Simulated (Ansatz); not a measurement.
# BaOs: the cost of one run

Computed with Ansatz 0.2.0 (DFT PBE, scalar-relativistic, plane waves, PAW, unless a step's input says otherwise).

## (1) The structure to begin with

Symmetry: Pm-3m, No. 221, cubic system. The conventional cell has a = 3.973 Å, b = 3.973 Å, c = 3.973 Å, α = 90.00°, β = 90.00°, γ = 90.00°. Ba (site symmetry m-3m) is surrounded by 8 Os at 3.44 Å. Os (site symmetry m-3m) has 8 Ba at 3.44 Å as nearest neighbours.

Structure file:

```
CELL_PARAMETERS angstrom
3.97315 0.00000 0.00000
0.00000 3.97315 0.00000
0.00000 0.00000 3.97315
ATOMIC_POSITIONS crystal
Ba 0.00000 0.00000 0.00000
Os 0.50000 0.50000 0.50000
```

## (2) At the starting volume

input.yaml reads:

```yaml
crystal:
  lattice:
    - [3.9731535535, 0.0, 0.0]
    - [0.0, 3.9731535535, 0.0]
    - [0.0, 0.0, 3.9731535535]
  atoms:
    - { symbol: Ba, position: [0.0, 0.0, 0.0] }
    - { symbol: Os, position: [0.5, 0.5, 0.5] }
basis:
  ecutwfc: 420
  ecutrho_ratio: 4
kpoints:
  mp_grid: { grid: [8, 8, 8] }
hamiltonian:
  xc: pbe
scf:
  occupations: { method: gaussian, width: 0.05 }
output:
  forces: true
  stress: true
  eigenvalues: true
```

The run is started by

```bash
$ ansatz run input.yaml --threads 2 --pin off --max-ram 2662MiB --backend cpu --events-out ev --progress --plain --runs-dir out
```

**Question.** How long does this run take on 2 threads of Arm Neoverse V2, shared host, and how much memory does it need?

About 1.1 s, with a peak of 0.34 GiB.
